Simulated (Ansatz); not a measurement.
# BBrGeH4: the cost of one run

All numbers are computed with Ansatz 0.2.0, driven from Python. Level of theory: Hartree-Fock/def2-SVP.

**1. The structure**

Bond lengths: B1–Ge2 1.968 Å, Ge2–Br3 2.320 Å, B1–H4 1.122 Å, B1–H5 1.240 Å, Ge2–H6 1.544 Å, Ge2–H7 1.565 Å. Angles: B1–Ge2–Br3 109.7°, B1–Ge2–H6 109.9°, B1–Ge2–H7 109.0°, Br3–Ge2–H6 109.1°, Br3–Ge2–H7 109.2°, H6–Ge2–H7 110.0°, Ge2–B1–H4 122.0°, Ge2–B1–H5 120.3°, H4–B1–H5 117.7°.

The script holds or builds the structure itself.

**2. Script**

relaxed_scan.py reads:

```python
"""Relaxed scan of one distance in BBrGeH4."""

import ansatz
import numpy as np

GEOMETRY = """
B    -0.99690   -0.14860   -0.67580
Ge    0.60940   -0.11190    0.46110
Br    1.56490    2.00100    0.39530
H    -1.61870   -1.07500   -0.79730
H    -1.36570    0.87420   -1.27130
H     0.22800   -0.44860    1.91940
H     1.64010   -1.15920   -0.07710
"""


def main() -> None:
    geometry = ansatz.Crystal.molecule()
    for line in GEOMETRY.strip().splitlines():
        symbol, *xyz = line.split()
        geometry = geometry.atom(symbol, [float(v) for v in xyz])

    calculation = geometry.calculation().basis(gaussian="def2-SVP").functional("hf")
    symbols = [site.symbol for site in geometry.cartesian_sites]
    pairs = [(0, 1), (0, 3), (0, 4), (1, 2), (1, 5), (1, 6)]
    print("held (A)   E (eV)        ", "  ".join(f"{symbols[i]}{i}-{symbols[j]}{j}" for i, j in pairs))
    for length in [1.81, 1.97, 2.13, 2.36, 2.66]:
        rep = calculation.relax(constraints=[ansatz.DistanceConstraint((0, 1), at=length)], force_tolerance=0.02, max_steps=60).run(threads=1, pin="off").report
        xyz = np.array(rep["positions_ang"])
        print(f"{length:6.2f} {rep['free_energy_ev']:14.5f}  ", "  ".join(f"{np.linalg.norm(xyz[i] - xyz[j]):.3f}" for i, j in pairs))


if __name__ == "__main__":
    main()
```

**3. The input behind the calls**

The engine receives this input (first run):

```yaml
crystal:
  periodic: [false, false, false]
  atoms:
    - { symbol: B, position_ang: [-0.9969, -0.1486, -0.6758] }
    - { symbol: Ge, position_ang: [0.6094, -0.1119, 0.4611] }
    - { symbol: Br, position_ang: [1.5649, 2.001, 0.3953] }
    - { symbol: H, position_ang: [-1.6187, -1.075, -0.7973] }
    - { symbol: H, position_ang: [-1.3657, 0.8742, -1.2713] }
    - { symbol: H, position_ang: [0.228, -0.4486, 1.9194] }
    - { symbol: H, position_ang: [1.6401, -1.1592, -0.0771] }
basis:
  gaussian:
    orbitals: def2-SVP
hamiltonian:
  xc: hf
relax:
  f_tol: 0.02
  max_steps: 60
  constraints:
    - { distance: [0, 1], at: 1.81 }
```

**4. Running it**

Run with:

```bash
$ python relaxed_scan.py
```

Q: Estimate wall time and peak memory on 1 thread of Arm Neoverse V1, shared host.

About 90 s, with a peak of 0.29 GiB.
